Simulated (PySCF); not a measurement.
# C8H7BF2: the cost of one run

The runs use PySCF 2.14.0, with density-fitted response routines of our own; the level of theory stands in each step. All values are computed, except where a source is named. Atoms count from 0, in the outputs and in this text.

## Step 1: Starting geometry

18 atoms, charge 0, multiplicity 1; geometry from: GFN2-xTB. The atoms were then displaced at random by about 0.01 Å, so the start is not that level's minimum.

Bonds of the start (Å): C0–C1 1.33, C1–C2 1.44, C2–C3 1.42, C3–C4 1.34, C4–C5 1.41, C5–B6 1.56, B6–F7 1.33, B6–F8 1.31, C5–C9 1.39, C9–C10 1.38, C10–C2 1.40, C0–H11 1.09, C0–H12 1.03, C1–H13 1.09, C3–H14 1.11, C4–H15 1.07, C9–H16 1.10, C10–H17 1.09.

## Step 2: Optimising the geometry at PBE0-D3(BJ)/def2-SVP

What the job is given:

```
{"job": {"xc": "PBE0", "basis": "def2-SVP", "d3": "d3bj", "grid": 1, "shake": 0.01, "kind": "geom"}, "charge": 0, "multiplicity": 1}
C     -3.242490    -0.857180     0.295290
C     -2.450140     0.176780     0.027510
C     -1.008860     0.134820    -0.016680
C     -0.221510    -1.036490     0.165300
C      1.119400    -1.031850     0.115620
C      1.829970     0.166530    -0.095720
B      3.391890     0.172110    -0.132770
F      4.106100     1.276800    -0.345680
F      4.118300    -0.904330     0.059030
C      1.091170     1.334710    -0.263120
C     -0.292310     1.320300    -0.224170
H     -4.324980    -0.696700     0.304800
H     -2.941920    -1.815540     0.500790
H     -2.884800     1.159820    -0.168220
H     -0.772370    -1.983130     0.338610
H      1.673060    -1.929730     0.270920
H      1.622890     2.275250    -0.447460
H     -0.840920     2.249770    -0.369800
```

Started as:

```console
$ OMP_NUM_THREADS=1 python probes_run.py task.json out
```

The driver reads the jobs from task.json and runs them one after another.

**Question.** How long does this first job take on 1 thread of AMD EPYC 7R43, shared host, and how much memory does it need?

About 3.4 min, with a peak of 0.8 GiB.
